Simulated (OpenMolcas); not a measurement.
# BNH3F3 (SMILES [NH3+][B-](F)(F)F) at B97-1/6-31G

What is the energy change on altering one bond length of BNH3F3 at B97-1/6-31G? 

The results are computed with OpenMolcas 26.06.

## Step 1: The system as given

BNH3F3: 8 atoms, total charge 0, spin state singlet. SMILES: `[NH3+][B-](F)(F)F`. Geometry: relaxed at PBE0-D4/def2-TZVP.

Bond lengths: N1–B2 1.674 Å, B2–F3 1.368 Å, B2–F4 1.368 Å, B2–F5 1.368 Å, N1–H6 1.015 Å, N1–H7 1.015 Å, N1–H8 1.015 Å. Some angles: N1–B2–F3 104.1°, N1–B2–F4 104.1°, N1–B2–F5 104.1°, F3–B2–F4 114.2°, F3–B2–F5 114.2°, F4–B2–F5 114.2°, B2–N1–H6 110.1°, B2–N1–H7 110.1°, B2–N1–H8 110.1°, H6–N1–H7 108.9°.

## Step 2: The energy at B97-1/6-31G

coord.xyz

```xyz
8

N     -0.501800    -0.052400     0.645700
B      0.531500     0.038700    -0.668100
F      1.521100    -0.860400    -0.378100
F     -0.251400    -0.312100    -1.733900
F      0.943600     1.343300    -0.679400
H     -1.280300     0.587300     0.522000
H     -0.006300     0.194600     1.496700
H     -0.864300    -0.996100     0.739300
```

job.inp

```
>>> EXPORT MOLCAS_PRINT=2

&GATEWAY
 BasLib=$CurrDir
 Coord=coord.xyz
 Basis=6-31G
 Group=NoSym

&SEWARD

&SCF
 KSDFT=HYB_GGA_XC_B97_1
 PrOrbitals=1 1
```

The basis set 6-31G is read from a file made from the Basis Set Exchange's data (not shown).

The run is started by

```bash
$ export MOLCAS_MEM=1860
$ pymolcas job.inp > job.log
```

The program printed:

```text
--- Start Module: gateway ---
[...]
--- Stop Module: gateway /rc=_RC_ALL_IS_WELL_ ---
--- Start Module: seward ---
[...]
      Basis functions           51
--- Stop Module: seward /rc=_RC_ALL_IS_WELL_ ---
--- Start Module: scf ---
[...]
       Convergence after  11 Iterations
[...]
::    Total KS-DFT energy                            -380.9516128582
[...]
      Total spin, S                                     0.0000000000
[...]
      Total electronic charge=   42.000000
      Total            charge=   -0.000000
[...]
      Dipole Moment (debye):
      Origin of the operator (angstrom)=    0.4552    0.0320   -0.5712
                   X= -4.1459E+00               Y= -3.6606E-01               Z=  5.2725E+00           Total=  6.7173E+00
      Quadrupole Moment (debye*angstrom):
[...]
--- Stop Module: scf /rc=_RC_ALL_IS_WELL_ ---
[...]
```

Wall time 4.2 s (1 thread of Intel Xeon Platinum 8375C at 2.90GHz (Ice Lake), shared host); peak memory 0.38 GiB.

## Step 3: The distorted shape

coord.xyz

```xyz
8

N     -0.465542     0.041991     0.636338
B      0.567758     0.133091    -0.677462
F      1.557358    -0.766009    -0.387462
F     -0.215142    -0.217709    -1.743262
F      0.979858     1.437691    -0.688762
H     -1.244042     0.681691     0.512638
H      0.029958     0.288991     1.487338
H     -0.864300    -0.996100     0.739300
```

job.input

```
* BF3H3N Kohn-Sham DFT
>>> EXPORT MOLCAS_PRINT=2

&GATEWAY
 BasLib=$CurrDir
 Coord=coord.xyz
 Basis=6-31G
 Group=NoSym

&SEWARD

&SCF
 KSDFT=HYB_GGA_XC_B97_1
 PrOrbitals=1 1
```

The basis set 6-31G is read from a file made from the Basis Set Exchange's data (not shown).

The run is started by

```bash
$ export MOLCAS_MEM=1860
$ pymolcas job.input > job.log
```

The program printed:

```text
--- Start Module: gateway ---
[...]
--- Stop Module: gateway /rc=_RC_ALL_IS_WELL_ ---
--- Start Module: seward ---
[...]
      Basis functions           51
--- Stop Module: seward /rc=_RC_ALL_IS_WELL_ ---
--- Start Module: scf ---
[...]
       Convergence after  11 Iterations
[...]
::    Total KS-DFT energy                            -380.9456090059
[...]
      Total spin, S                                     0.0000000000
[...]
      Total electronic charge=   42.000000
      Total            charge=   -0.000000
[...]
      Dipole Moment (debye):
      Origin of the operator (angstrom)=    0.4910    0.1253   -0.5804
                   X= -4.1723E+00               Y= -4.4237E-01               Z=  5.2761E+00           Total=  6.7410E+00
      Quadrupole Moment (debye*angstrom):
[...]
--- Stop Module: scf /rc=_RC_ALL_IS_WELL_ ---
[...]
```

Run time: 4.2 s. Hardware: 1 thread of Intel Xeon Platinum 8375C at 2.90GHz (Ice Lake), shared host; peak memory 0.38 GiB.

## Step 4: Outcome

Level: B97-1/6-31G.

```
                                                         quantity          value
                                        first shape: total energy  -380.95161 Eh
                                       first shape: dipole moment         6.72 D
                                         first shape: HOMO energy       -9.37 eV
                                         first shape: LUMO energy        0.68 eV
                                       first shape: HOMO–LUMO gap       10.05 eV
                                    distorted shape: total energy  -380.94561 Eh
                                   distorted shape: dipole moment         6.74 D
                                     distorted shape: HOMO energy       -9.35 eV
                                     distorted shape: LUMO energy        0.25 eV
                                   distorted shape: HOMO–LUMO gap        9.61 eV
energy change with the N1–H8 bond stretched from 1.015 to 1.117 Å       0.163 eV
```

With the N1–H8 bond stretched from 1.015 to 1.117 Å the energy rises by 0.16 eV (3.8 kcal/mol). The first shape isn't relaxed at this level, so the change isn't measured from a minimum. Mulliken charges (first shape) run from -0.88 on N1 to +0.86 on B2; they depend strongly on the basis.
